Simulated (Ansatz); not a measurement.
CsLiCr2Te2S3:

```
Cs Li Cr Te S
1.0
     3.42162   -5.18069    0.00784
     3.42162    5.18069    0.00784
    -2.90411    0.00000    7.43093
Cs Li Cr Te S
1 1 2 2 3
Direct
  0.09374 0.09374 0.00853
  0.58875 0.58875 0.55336
  0.05646 0.46755 0.55790
  0.46755 0.05646 0.55790
  0.56486 0.87357 0.29035
  0.87357 0.56486 0.29035
  0.81151 0.39697 0.73347
  0.39697 0.81151 0.73347
  0.21404 0.21404 0.48371
```

The cell was built by a generator and needn't be a form met in nature.

Base run:

* Program: Ansatz 0.2.0
* Functional: PBE
* Potentials or basis: all-electron LAPW, scalar-relativistic
* Cutoff: 292 eV (chosen from the basis error)
* Basis error allowed: 0.002 eV/atom
* k mesh: 4 × 4 × 3
* Occupations: fermi-dirac, width 0.05 eV
* Spin: collinear spin, ferromagnetic start
* Starting moments: [0.0, 0.0, 3.0, 3.0, 0.0, 0.0, 0.0, 0.0, 0.0] μB

Its results: band gap on the k mesh none (metal or under the smearing width); pressure 0.0 GPa; net moment 4.01 μB per cell; site moments Cs -0.00; Li +0.00; Cr +2.23; Te -0.18; S -0.06, -0.05 μB; largest force 0.036 eV/Å.

Q: The run is repeated on the same cell with these changes: hubbard terms from none to Cr d U = 3 eV. What comes out?

A: Band gap on the k mesh none (metal or under the smearing width); pressure 2.7 GPa; net moment 5.19 μB per cell; site moments Cs -0.00; Li -0.00; Cr +3.04; Te -0.20; S -0.17, -0.18 μB; largest force 1.385 eV/Å.

Caveats: the k mesh is thin for a metal, which can move the energy by tens of meV per atom; only a ferromagnetic start was run, and an antiferromagnetic order may lie lower in energy; the magnetic state may not be the lowest (some runs); U is the effective U less J, on atomic orbitals that reach past the spheres (some runs); forces of over 1 eV/Å show positions far from the minimum, so gaps and moduli don't describe the material at rest (some runs).
